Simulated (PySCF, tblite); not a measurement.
# trimethylborane (C₃H₉B): dynamics, then NMR shifts and electronic excitations on frames

How do NMR shifts and electronic excitations of trimethylborane (C₃H₉B) (`CB(C)C`) change as the atoms move?

The runs use tblite 0.8.0 and PySCF 2.14.0, with density-fitted response routines of our own; the level of theory stands in each step. All values are computed, except where a source is named. Atoms are numbered from 0 throughout.

**1. Starting geometry**

13 atoms, charge 0, multiplicity 1; geometry from: GFN2-xTB.

Bonds of the start (Å): C0–B1 1.58, B1–C2 1.58, B1–C3 1.58, C0–H4 1.09, C0–H5 1.09, C0–H6 1.09, C2–H7 1.09, C2–H8 1.09, C2–H9 1.09, C3–H10 1.09, C3–H11 1.09, C3–H12 1.09.

**2. Thermal motion with GFN2-xTB**

Job settings and geometry (Å):

```
{"job": {"kind": "md", "xc": "GFN2-xTB", "basis": "xTB", "temperature": 300, "steps": 2000, "every": 50, "frames": 5}, "charge": 0, "multiplicity": 1}
C     -0.472886     1.506657    -0.049720
B      0.009087     0.004569    -0.020197
C      1.543495    -0.345350     0.081143
C     -1.059557    -1.156150    -0.056618
H     -0.889493     1.767540     0.923871
H      0.315224     2.225045    -0.261631
H     -1.276181     1.666365    -0.766841
H      1.830442    -0.319047     1.133600
H      2.187357     0.369465    -0.426564
H      1.788698    -1.341200    -0.281236
H     -2.046809    -0.854483     0.286418
H     -1.177732    -1.488227    -1.089298
H     -0.756032    -2.034698     0.509344
```

Method: GFN2-xTB Langevin dynamics, gas phase.

On the command line:

```
$ OMP_NUM_THREADS=1 python probes_run.py task.json out
```

This one command runs all jobs of the session in turn.

Output:

```text
t/fs     T/K      E/eV
    0.0   250.0   -332.71752
   25.0   149.1   -332.48100
   50.0   186.9   -332.43924
   75.0   149.4   -332.46477
  100.0   265.6   -332.51510
  125.0   220.7   -332.41112
  150.0   183.2   -332.45982
  175.0   191.3   -332.37725
  200.0   228.1   -332.42920
  225.0   238.9   -332.40357
  250.0   296.9   -332.42767
  275.0   252.1   -332.37390
  300.0   280.2   -332.27969
  325.0   258.4   -332.36903
  350.0   287.8   -332.40364
  375.0   225.3   -332.24158
  400.0   210.8   -332.36324
  425.0   326.8   -332.40157
  450.0   247.0   -332.36751
  475.0   308.1   -332.25165
  500.0   417.7   -332.46625
  525.0   369.3   -332.24453
  550.0   241.3   -331.98959
  575.0   319.6   -332.17083
  600.0   348.2   -332.28485
  625.0   330.9   -332.00647
  650.0   502.7   -332.17683
  675.0   399.7   -332.14941
  700.0   341.2   -331.94678
  725.0   277.5   -331.88423
  750.0   401.2   -332.17083
  775.0   338.1   -332.14976
  800.0   426.7   -332.25249
  825.0   475.2   -332.38159
  850.0   344.2   -332.26720
  875.0   291.0   -332.24075
  900.0   260.3   -332.05592
  925.0   367.8   -332.26825
  950.0   282.1   -332.18037
  975.0   302.4   -332.26347
 1000.0   313.7   -332.17360
```

Wall time 3 s (1 thread of AMD EPYC 9R45, shared host); peak memory 0.18 GiB.

Distance from the start (root mean square after alignment): 0 fs 0.00 Å, 200 fs 0.29 Å, 400 fs 0.75 Å, 600 fs 1.05 Å, 800 fs 1.04 Å, 1000 fs 1.35 Å.

Positions (Å) and forces (eV/Å) at 1000 fs:

```xyz
13

C    -0.509    0.659    0.232    1.475   -0.202   -1.235
B    -0.944   -0.582    1.022   -0.641   -0.128    0.323
C     0.228   -1.553    1.488   -1.732   -0.933    0.568
C    -2.446   -0.505    1.428   -0.459   -1.172    1.537
H    -1.257    1.161   -0.335   -0.712    0.566    0.034
H     0.005    1.325    0.897    0.043    0.621    0.268
H     0.242    0.399   -0.520    0.260    0.007    0.002
H     0.059   -2.535    1.982   -0.533    0.776    0.006
H     0.828   -0.977    2.154    0.830    0.236    0.087
H     0.691   -1.843    0.591    1.302    0.021   -0.945
H    -3.109   -1.301    1.137    0.030   -0.714   -0.362
H    -2.426   -0.619    2.518   -0.090    0.003    0.214
H    -3.042    0.362    1.259    0.228    0.919   -0.497
```

**3. NMR shieldings: 250 fs, PBE0/pcSseg-1**

Job settings and geometry (Å):

```
{"job": {"kind": "nmr", "xc": "PBE0", "basis": "pcSseg-1", "pop": false}, "charge": 0, "multiplicity": 1}
C     -0.474700     1.531200     0.250000
B     -0.584400    -0.012000     0.278300
C      0.738800    -0.834800     0.080500
C     -1.927300    -0.803300     0.448000
H      0.106400     1.730600     1.079300
H      0.019800     1.816500    -0.625000
H     -1.408800     2.088500     0.197800
H      1.035600    -1.221500     1.034700
H      1.525100    -0.178700    -0.272200
H      0.707000    -1.638700    -0.621000
H     -2.447500    -0.527100     1.415500
H     -2.681500    -0.551600    -0.309200
H     -1.850500    -1.893200     0.469300
```

With the program's defaults for keys left out, this is: GIAO PBE0/pcSseg-1 NMR shielding, non-relativistic, gas phase.

Output:

```text
coarse grid: 9928 points
cycle   1  E = -144.2874814913  dE =  1.817e-01  |g| = 5.246e-01  |ddm| = 2.894e+00
cycle   2  E = -144.2787759036  dE =  8.706e-03  |g| = 5.544e-01  |ddm| = 9.242e-01
cycle   3  E = -144.3603008202  dE = -8.152e-02  |g| = 1.576e-02  |ddm| = 5.027e-01
cycle   4  E = -144.3603436757  dE = -4.286e-05  |g| = 1.112e-02  |ddm| = 2.728e-02
cycle   5  E = -144.3603767964  dE = -3.312e-05  |g| = 1.020e-03  |ddm| = 1.023e-02
cycle   6  E = -144.3603770159  dE = -2.195e-07  |g| = 4.853e-04  |ddm| = 1.267e-03
final grid: 93184 points
cycle   7  E = -144.3808374152  dE = -2.666e-05  |g| = 7.759e-03  |ddm| = 2.146e-02
cycle   8  E = -144.3808354005  dE =  2.015e-06  |g| = 8.256e-03  |ddm| = 1.254e-02
cycle   9  E = -144.3808527460  dE = -1.735e-05  |g| = 1.457e-04  |ddm| = 6.651e-03
cycle  10  E = -144.3808527502  dE = -4.141e-09  |g| = 8.541e-05  |ddm| = 2.255e-04
cycle  11  E = -144.3808527520  dE = -1.874e-09  |g| = 1.495e-05  |ddm| = 8.387e-05
cycle  12  E = -144.3808527521  dE = -6.111e-11  |g| = 2.889e-06  |ddm| = 1.719e-05
converged SCF energy = -144.3808527521

GIAO shielding tensors (ppm)
atom      isotropic    diamagn.    paramagn.     s11        s22        s33       span
  0 C      174.786     253.587     -78.801    155.017    177.989    191.352     36.334
  1 B       10.361     187.948    -177.587    -47.780    -44.629    123.493    171.273
  2 C      172.132     253.848     -81.716    154.725    173.150    188.522     33.797
  3 C      169.997     250.728     -80.731    151.766    173.148    185.077     33.311
  4 H       32.521      32.460       0.061     28.756     31.456     37.351      8.595
  5 H       32.070      33.018      -0.949     27.600     31.408     37.202      9.602
  6 H       30.806      30.665       0.141     27.048     29.468     35.903      8.856
  7 H       31.691      31.503       0.189     28.112     29.983     36.979      8.867
  8 H       31.059      33.012      -1.953     27.119     30.774     35.284      8.165
  9 H       31.288      32.158      -0.870     27.386     30.040     36.437      9.050
 10 H       29.944      28.285       1.660     26.351     28.417     35.065      8.714
 11 H       30.490      29.567       0.923     26.842     28.829     35.798      8.956
 12 H       30.481      30.662      -0.181     26.797     29.650     34.997      8.200
```

It took 3.1 s on 1 thread of AMD EPYC 9R45, shared host; peak memory 0.54 GiB.

The references, computed at this level on geometries of the same kind, shield at (ppm): 1H TMS 31.72, 13C TMS 186.9, 11B BF3·OEt2 100.1. Their shielding less the atom's gives the shift. The references are single molecules in the gas phase. Each atom is listed at this fixed geometry, with no averaging over motion; a spectrum would average atoms that exchange fast.

```
atoms                              environment  σ (ppm)  δ (ppm)
   C3                methyl carbon bonded to B    170.0     16.9
   C2                methyl carbon bonded to B    172.1     14.8
   C0                methyl carbon bonded to B    174.8     12.1
  H10  hydrogen on a methyl carbon bonded to B    29.94     1.77
  H12  hydrogen on a methyl carbon bonded to B    30.48     1.24
  H11  hydrogen on a methyl carbon bonded to B    30.49     1.23
   H6  hydrogen on a methyl carbon bonded to B    30.81     0.91
   H8  hydrogen on a methyl carbon bonded to B    31.06     0.66
   H9  hydrogen on a methyl carbon bonded to B    31.29     0.43
   H7  hydrogen on a methyl carbon bonded to B    31.69     0.03
   H5  hydrogen on a methyl carbon bonded to B    32.07    -0.35
   H4  hydrogen on a methyl carbon bonded to B    32.52    -0.80
   B1                      boron bonded to 3 C     10.4     89.7
```

**4. Ultraviolet spectrum: 250 fs, PBE0/def2-SVPD**

Settings changed since step 3:

```diff
@@ -1,2 +1,2 @@
-{"job": {"kind": "nmr", "xc": "PBE0", "basis": "pcSseg-1", "pop": false}, "charge": 0, "multiplicity": 1}
+{"job": {"kind": "uv", "xc": "PBE0", "basis": "def2-SVPD", "nstates": 5, "ntriplets": 0}, "charge": 0, "multiplicity": 1}
 C     -0.474700     1.531200     0.250000
```

Level: TDDFT PBE0/def2-SVPD, vertical, gas phase, core orbitals frozen in the response.

Output:

```text
coarse grid: 9928 points
cycle   1  E = -144.2128369977  dE =  1.473e-01  |g| = 5.057e-01  |ddm| = 4.754e+00
cycle   2  E = -144.2036980530  dE =  9.139e-03  |g| = 5.372e-01  |ddm| = 1.345e+00
cycle   3  E = -144.2822998252  dE = -7.860e-02  |g| = 1.908e-02  |ddm| = 6.484e-01
cycle   4  E = -144.2823692322  dE = -6.941e-05  |g| = 1.266e-02  |ddm| = 4.509e-02
cycle   5  E = -144.2824144302  dE = -4.520e-05  |g| = 1.002e-03  |ddm| = 1.964e-02
cycle   6  E = -144.2824146351  dE = -2.050e-07  |g| = 5.436e-04  |ddm| = 2.065e-03
final grid: 93184 points
cycle   7  E = -144.3025337821  dE = -2.805e-05  |g| = 7.577e-03  |ddm| = 8.598e-02
cycle   8  E = -144.3025318674  dE =  1.915e-06  |g| = 8.031e-03  |ddm| = 2.091e-02
cycle   9  E = -144.3025487798  dE = -1.691e-05  |g| = 1.926e-04  |ddm| = 9.748e-03
cycle  10  E = -144.3025487889  dE = -9.103e-09  |g| = 9.054e-05  |ddm| = 4.218e-04
cycle  11  E = -144.3025487912  dE = -2.259e-09  |g| = 1.560e-05  |ddm| = 1.685e-04
cycle  12  E = -144.3025487912  dE = -6.747e-11  |g| = 3.733e-06  |ddm| = 2.807e-05
converged SCF energy = -144.3025487912

Static polarisability (au): isotropic 51.742, principal 43.737 55.092 56.396

Singlet excitations
state   eV       nm        f      main configurations
  1   6.3425    195.5   0.00057   H->L 0.99
  2   6.5422    189.5   0.00022   H-1->L 0.99
  3   7.6319    162.5   0.05916   H->L+1 0.99
  4   7.8536    157.9   0.05705   H-1->L+1 0.99
  5   8.3857    147.9   0.00597   H-2->L 0.99
```

Wall time 4.1 s (1 thread of AMD EPYC 9R45, shared host); peak memory 0.63 GiB.

Frontier orbitals and where they lie:

```
orbital      eV                        atoms
 HOMO−3  -10.58  C3 42 %, H11 18 %, H10 15 %
 HOMO−2  -10.08    C0 20 %, C2 19 %, C3 16 %
 HOMO−1   -8.59    C0 30 %, B1 24 %, C3 16 %
   HOMO   -8.36    C2 29 %, B1 24 %, C3 18 %
   LUMO   -0.15    B1 44 %, C3 13 %, C2 12 %
 LUMO+1    0.41      B1 47 %, C3 7 %, C0 7 %
 LUMO+2    1.72  C3 24 %, H11 12 %, H10 12 %
```

With each of the 5 states as a Gaussian band of 0.4 eV half-width at 1/e, the curve within the window shown has maxima at 160 nm (ε 4,400) L/(mol cm). Beyond the last state computed it falls off for lack of states. The curve at chosen wavelengths:

```tsv
nm	ε (L/mol/cm)
143	171
146	401
149	888
152	1805
155	3045
158	4084
161	4355
163	4033
166	3044
169	1911
172	1013
175	461
178	185
181	71
184	34
187	27
190	29
193	31
196	30
198	28
201	23
204	18
207	12
210	8
213	5
216	3
```

Ground-state properties from the same run:

```csv
property,computed
dipole moment (D),0.08
polarisability (Å³),7.67
HOMO–LUMO gap (eV),8.21
−ε(HOMO) (eV),8.36
```

**5. NMR shieldings: 425 fs, PBE0/pcSseg-1**

Job settings and geometry (Å):

```
{"job": {"kind": "nmr", "xc": "PBE0", "basis": "pcSseg-1", "pop": false}, "charge": 0, "multiplicity": 1}
C     -0.597400     1.362900     1.040200
B     -0.887200    -0.197800     0.641800
C      0.275000    -1.316700     0.432200
C     -2.373800    -0.586800     0.522400
H     -1.291300     1.895700     1.667200
H      0.347600     1.542000     1.478600
H     -0.524700     1.913400     0.133100
H     -0.151800    -2.294400     0.182600
H      0.859000    -1.441300     1.381700
H      0.960900    -1.149800    -0.389500
H     -2.801000    -0.736300     1.555800
H     -3.019800     0.126600     0.068200
H     -2.533700    -1.477900    -0.048600
```

With the program's defaults for keys left out, this is: GIAO PBE0/pcSseg-1 NMR shielding, non-relativistic, gas phase.

Output:

```text
coarse grid: 9928 points
cycle   1  E = -144.2925356214  dE =  5.537e-02  |g| = 5.011e-01  |ddm| = 2.860e+00
cycle   2  E = -144.2849124145  dE =  7.623e-03  |g| = 5.309e-01  |ddm| = 8.517e-01
cycle   3  E = -144.3592441736  dE = -7.433e-02  |g| = 1.224e-02  |ddm| = 4.528e-01
cycle   4  E = -144.3592742481  dE = -3.007e-05  |g| = 8.369e-03  |ddm| = 2.271e-02
cycle   5  E = -144.3592945598  dE = -2.031e-05  |g| = 7.024e-04  |ddm| = 8.457e-03
cycle   6  E = -144.3592946941  dE = -1.343e-07  |g| = 2.085e-04  |ddm| = 9.423e-04
final grid: 93184 points
cycle   7  E = -144.3800042344  dE = -2.877e-05  |g| = 7.643e-03  |ddm| = 2.048e-02
cycle   8  E = -144.3800018864  dE =  2.348e-06  |g| = 8.253e-03  |ddm| = 1.224e-02
cycle   9  E = -144.3800192512  dE = -1.736e-05  |g| = 8.495e-05  |ddm| = 6.433e-03
cycle  10  E = -144.3800192524  dE = -1.192e-09  |g| = 5.767e-05  |ddm| = 1.510e-04
cycle  11  E = -144.3800192533  dE = -9.200e-10  |g| = 9.526e-06  |ddm| = 6.196e-05
converged SCF energy = -144.3800192533

GIAO shielding tensors (ppm)
atom      isotropic    diamagn.    paramagn.     s11        s22        s33       span
  0 C      176.386     252.567     -76.181    154.005    182.385    192.768     38.763
  1 B        9.254     184.388    -175.134    -53.987    -36.836    118.584    172.571
  2 C      170.144     251.666     -81.522    154.778    168.469    187.184     32.405
  3 C      169.011     251.370     -82.360    148.010    172.915    186.106     38.096
  4 H       31.145      30.711       0.434     27.455     29.884     36.097      8.642
  5 H       31.705      33.148      -1.443     27.716     30.477     36.923      9.207
  6 H       32.339      32.537      -0.198     28.486     30.215     38.317      9.831
  7 H       30.410      30.791      -0.381     26.957     29.475     34.799      7.842
  8 H       30.163      29.471       0.692     26.397     28.439     35.652      9.255
  9 H       30.697      31.885      -1.188     26.955     29.018     36.117      9.162
 10 H       30.115      27.295       2.820     26.568     28.497     35.279      8.711
 11 H       31.078      30.881       0.197     27.308     30.250     35.676      8.368
 12 H       31.090      31.120      -0.031     27.069     30.339     35.861      8.791
```

Wall time 2.8 s (1 thread of AMD EPYC 9R45, shared host); peak memory 0.55 GiB.

This run: δ C3 17.9, C2 16.8, C0 10.5, B1 90.8, H10 1.60, H8 1.55 ppm.

**6. TDDFT and polarisability: 425 fs, PBE0/def2-SVPD**

Settings changed since step 5:

```diff
@@ -1,2 +1,2 @@
-{"job": {"kind": "nmr", "xc": "PBE0", "basis": "pcSseg-1", "pop": false}, "charge": 0, "multiplicity": 1}
+{"job": {"kind": "uv", "xc": "PBE0", "basis": "def2-SVPD", "nstates": 5, "ntriplets": 0}, "charge": 0, "multiplicity": 1}
 C     -0.597400     1.362900     1.040200
```

With the program's defaults for keys left out, this is: TDDFT PBE0/def2-SVPD, vertical, gas phase, core orbitals frozen in the response.

Output:

```text
coarse grid: 9928 points
cycle   1  E = -144.2181450109  dE =  2.108e-02  |g| = 4.831e-01  |ddm| = 4.402e+00
cycle   2  E = -144.2105161984  dE =  7.629e-03  |g| = 5.129e-01  |ddm| = 1.139e+00
cycle   3  E = -144.2817491954  dE = -7.123e-02  |g| = 1.562e-02  |ddm| = 5.538e-01
cycle   4  E = -144.2817976477  dE = -4.845e-05  |g| = 1.062e-02  |ddm| = 3.768e-02
cycle   5  E = -144.2818316692  dE = -3.402e-05  |g| = 7.488e-04  |ddm| = 1.622e-02
cycle   6  E = -144.2818318256  dE = -1.564e-07  |g| = 2.493e-04  |ddm| = 1.835e-03
final grid: 93184 points
cycle   7  E = -144.3021237747  dE = -2.843e-05  |g| = 7.540e-03  |ddm| = 8.357e-02
cycle   8  E = -144.3021214620  dE =  2.313e-06  |g| = 8.104e-03  |ddm| = 1.869e-02
cycle   9  E = -144.3021387121  dE = -1.725e-05  |g| = 1.328e-04  |ddm| = 8.801e-03
cycle  10  E = -144.3021387157  dE = -3.654e-09  |g| = 8.295e-05  |ddm| = 3.553e-04
cycle  11  E = -144.3021387178  dE = -2.064e-09  |g| = 7.490e-06  |ddm| = 1.308e-04
cycle  12  E = -144.3021387178  dE = -1.529e-11  |g| = 2.716e-06  |ddm| = 1.630e-05
converged SCF energy = -144.3021387178

Static polarisability (au): isotropic 53.097, principal 45.162 56.154 57.976

Singlet excitations
state   eV       nm        f      main configurations
  1   6.1220    202.5   0.00060   H->L 0.99
  2   6.4346    192.7   0.00243   H-1->L 0.98
  3   7.7267    160.5   0.05645   H->L+1 0.99
  4   7.9789    155.4   0.06375   H-1->L+1 0.99
  5   8.1500    152.1   0.00547   H-2->L 0.99
```

It took 4 s on 1 thread of AMD EPYC 9R45, shared host; peak memory 0.63 GiB.

In short: HOMO -8.43 eV, LUMO -0.41 eV; lowest singlet 6.12 eV.

**7. NMR shieldings: 625 fs, PBE0/pcSseg-1**

Job settings and geometry (Å):

```
{"job": {"kind": "nmr", "xc": "PBE0", "basis": "pcSseg-1", "pop": false}, "charge": 0, "multiplicity": 1}
C     -0.320600     1.197900     0.871800
B     -0.665300    -0.384400     0.745700
C      0.412500    -1.433100     0.861000
C     -2.260900    -0.916700     0.542900
H     -0.917800     1.766400     1.604700
H      0.661200     1.565900     1.115500
H     -0.716700     1.590100    -0.137900
H      1.427700    -1.277600     0.437300
H      0.038800    -2.299800     0.338000
H      0.557400    -1.849500     1.872500
H     -2.495700    -1.572100     1.429100
H     -3.051200    -0.119600     0.554800
H     -2.257800    -1.434700    -0.483100
```

Method: GIAO PBE0/pcSseg-1 NMR shielding, non-relativistic, gas phase.

Output:

```text
coarse grid: 9928 points
cycle   1  E = -144.2874020176  dE = -6.446e-02  |g| = 4.698e-01  |ddm| = 2.821e+00
cycle   2  E = -144.2767068412  dE =  1.070e-02  |g| = 5.124e-01  |ddm| = 8.394e-01
cycle   3  E = -144.3472824786  dE = -7.058e-02  |g| = 1.216e-02  |ddm| = 4.548e-01
cycle   4  E = -144.3473129464  dE = -3.047e-05  |g| = 8.268e-03  |ddm| = 2.211e-02
cycle   5  E = -144.3473322693  dE = -1.932e-05  |g| = 8.039e-04  |ddm| = 8.256e-03
cycle   6  E = -144.3473324458  dE = -1.765e-07  |g| = 2.422e-04  |ddm| = 1.161e-03
final grid: 93184 points
cycle   7  E = -144.3687872518  dE = -2.104e-05  |g| = 6.465e-03  |ddm| = 1.821e-02
cycle   8  E = -144.3687847920  dE =  2.460e-06  |g| = 7.226e-03  |ddm| = 1.110e-02
cycle   9  E = -144.3687983857  dE = -1.359e-05  |g| = 9.763e-05  |ddm| = 5.816e-03
cycle  10  E = -144.3687983877  dE = -2.083e-09  |g| = 4.939e-05  |ddm| = 1.576e-04
cycle  11  E = -144.3687983884  dE = -6.593e-10  |g| = 1.073e-05  |ddm| = 5.697e-05
converged SCF energy = -144.3687983884

GIAO shielding tensors (ppm)
atom      isotropic    diamagn.    paramagn.     s11        s22        s33       span
  0 C      165.882     250.909     -85.027    144.649    167.127    185.869     41.220
  1 B        9.505     186.757    -177.252    -56.500    -29.652    114.666    171.165
  2 C      174.834     251.583     -76.749    154.927    178.080    191.494     36.566
  3 C      160.560     252.666     -92.106    146.498    160.664    174.517     28.019
  4 H       30.164      29.577       0.587     26.302     28.983     35.207      8.906
  5 H       30.564      32.085      -1.521     27.072     29.215     35.404      8.332
  6 H       29.602      29.891      -0.289     26.137     28.574     34.095      7.958
  7 H       30.130      30.966      -0.836     26.382     28.314     35.694      9.312
  8 H       30.802      31.592      -0.791     26.470     30.893     35.042      8.572
  9 H       30.447      28.778       1.669     26.567     28.432     36.342      9.774
 10 H       29.756      28.137       1.619     26.233     28.901     34.133      7.900
 11 H       29.671      29.673      -0.002     26.517     28.374     34.123      7.607
 12 H       29.502      28.851       0.650     25.990     28.450     34.065      8.076
```

Wall time 2.8 s (1 thread of AMD EPYC 9R45, shared host); peak memory 0.55 GiB.

Key values: δ C3 26.4, C0 21.0, C2 12.1, B1 90.6, H12 2.22, H6 2.11 ppm.

**8. TDDFT and polarisability: 625 fs, PBE0/def2-SVPD**

Settings changed since step 7:

```diff
@@ -1,2 +1,2 @@
-{"job": {"kind": "nmr", "xc": "PBE0", "basis": "pcSseg-1", "pop": false}, "charge": 0, "multiplicity": 1}
+{"job": {"kind": "uv", "xc": "PBE0", "basis": "def2-SVPD", "nstates": 5, "ntriplets": 0}, "charge": 0, "multiplicity": 1}
 C     -0.320600     1.197900     0.871800
```

Method: TDDFT PBE0/def2-SVPD, vertical, gas phase, core orbitals frozen in the response.

Output:

```text
coarse grid: 9928 points
cycle   1  E = -144.2141805027  dE = -9.780e-02  |g| = 4.532e-01  |ddm| = 4.222e+00
cycle   2  E = -144.2033474610  dE =  1.083e-02  |g| = 4.961e-01  |ddm| = 1.080e+00
cycle   3  E = -144.2712917727  dE = -6.794e-02  |g| = 1.534e-02  |ddm| = 5.249e-01
cycle   4  E = -144.2713397617  dE = -4.799e-05  |g| = 1.041e-02  |ddm| = 3.788e-02
cycle   5  E = -144.2713721694  dE = -3.241e-05  |g| = 8.512e-04  |ddm| = 1.594e-02
cycle   6  E = -144.2713723803  dE = -2.109e-07  |g| = 2.491e-04  |ddm| = 1.985e-03
final grid: 93184 points
cycle   7  E = -144.2923495618  dE = -2.225e-05  |g| = 6.324e-03  |ddm| = 7.209e-02
cycle   8  E = -144.2923471422  dE =  2.420e-06  |g| = 7.037e-03  |ddm| = 1.517e-02
cycle   9  E = -144.2923604017  dE = -1.326e-05  |g| = 1.354e-04  |ddm| = 7.375e-03
cycle  10  E = -144.2923604059  dE = -4.184e-09  |g| = 7.416e-05  |ddm| = 3.476e-04
cycle  11  E = -144.2923604076  dE = -1.617e-09  |g| = 1.117e-05  |ddm| = 1.219e-04
cycle  12  E = -144.2923604076  dE = -3.740e-11  |g| = 2.135e-06  |ddm| = 2.102e-05
converged SCF energy = -144.2923604076

Static polarisability (au): isotropic 55.647, principal 47.512 59.126 60.304

Singlet excitations
state   eV       nm        f      main configurations
  1   5.8849    210.7   0.00293   H->L 0.99
  2   6.4185    193.2   0.00153   H-1->L 0.99
  3   7.3334    169.1   0.06196   H->L+1 0.99
  4   7.8788    157.4   0.05118   H-1->L+1 0.98
  5   8.0777    153.5   0.00372   H-2->L 0.99
```

Run time: 4.1 s. Hardware: 1 thread of AMD EPYC 9R45, shared host; peak memory 0.63 GiB.

In short: HOMO -8.12 eV, LUMO -0.42 eV; lowest singlet 5.88 eV.

(Part 1 of 2 ends here.)
